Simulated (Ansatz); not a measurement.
# Ge: a slab and its surfaces, (111), 4 layers

Aim: cut a slab of Ge (111), 4 layers from the relaxed bulk, relax it, and get surface energy and work function. The runs shown use PAW. Its runs: bulk cell relaxed (PAW); bulk in the slab's orientation (PAW); the reference run (PAW); atoms relaxed (PAW); vacuum of 9 Å (PAW); no images along the normal (PAW); core holes in 2p of Ge (PAW).

Program: Ansatz 0.2.0. Level of theory: DFT, r2SCAN, PAW with Ansatz's default frozen-core files, scalar-relativistic. These are calculated values, not measurements.

## Step 1: The structure to begin with

The structure is cubic, space group Fd-3m (No. 227). The conventional cell has a = 5.672 Å, b = 5.672 Å, c = 5.672 Å, α = 90.00°, β = 90.00°, γ = 90.00°. Ge (site symmetry -43m) has 4 Ge at 2.46 Å as nearest neighbours.

Structure file:

```xyz
2
Lattice="0.0000 2.8360 2.8360 2.8360 0.0000 2.8360 2.8360 2.8360 0.0000" Properties=species:S:1:pos:R:3 pbc="T T T"
Ge   -0.7090   -0.7090   -0.7090
Ge    0.7090    0.7090    0.7090
```

Atoms are numbered in the order of the input: Ge1, Ge2.

## Step 2: Bulk cell relaxed, PAW

Contents of input.yaml:

```yaml
crystal:
  lattice:
    - [0.0, 2.8360143788, 2.8360143788]
    - [2.8360143788, 0.0, 2.8360143788]
    - [2.8360143788, 2.8360143788, 0.0]
  atoms:
    - { symbol: Ge, position: [-0.125, -0.125, -0.125] }
    - { symbol: Ge, position: [0.125, 0.125, 0.125] }
kpoints:
  mp_grid: { grid: [10, 10, 10] }
scf:
  occupations: { method: fermi_dirac, width: 0.02 }
hamiltonian:
  xc: r2scan
  pseudopotentials: { kind: paw }
output:
  forces: true
  stress: true
relax:
  f_tol: 0.005
  max_steps: 40
  cell: {}
```

Launch:

```sh
ansatz run input.yaml --threads 1 --pin off --max-ram 3584MiB --backend cpu --events-out ev --progress --plain --runs-dir out
```

The runs that follow: Bulk in the slab's orientation, PAW; Slab as cut, PAW; Atoms relaxed, PAW; Vacuum of 9 Å, PAW; No images along the normal, PAW; Core holes in 2p of Ge, PAW.

Before running it: what results should come out? Wanted: surface energy; work function; outer layer spacing.

The runs gave:

| quantity | value |
| --- | --- |
| surface energy (PAW, relaxed) | 1.02 J/m² |
| work function (PAW, relaxed) | 4.85 eV |
| outer layer spacing (PAW) | 0.82 → 0.73 Å |

What this shows: By PAW the surface costs 1.06 J/m² as cut and 1.02 J/m² relaxed. The outermost spacing changes by -10.8 % (PAW). Vacuum of 9 Å moves the work function by -0.02 eV (PAW). Thickness wasn't converged, and no reconstruction was sought. The program warned that the vacuum holds more density than its bound, so energies and levels may be slightly off.
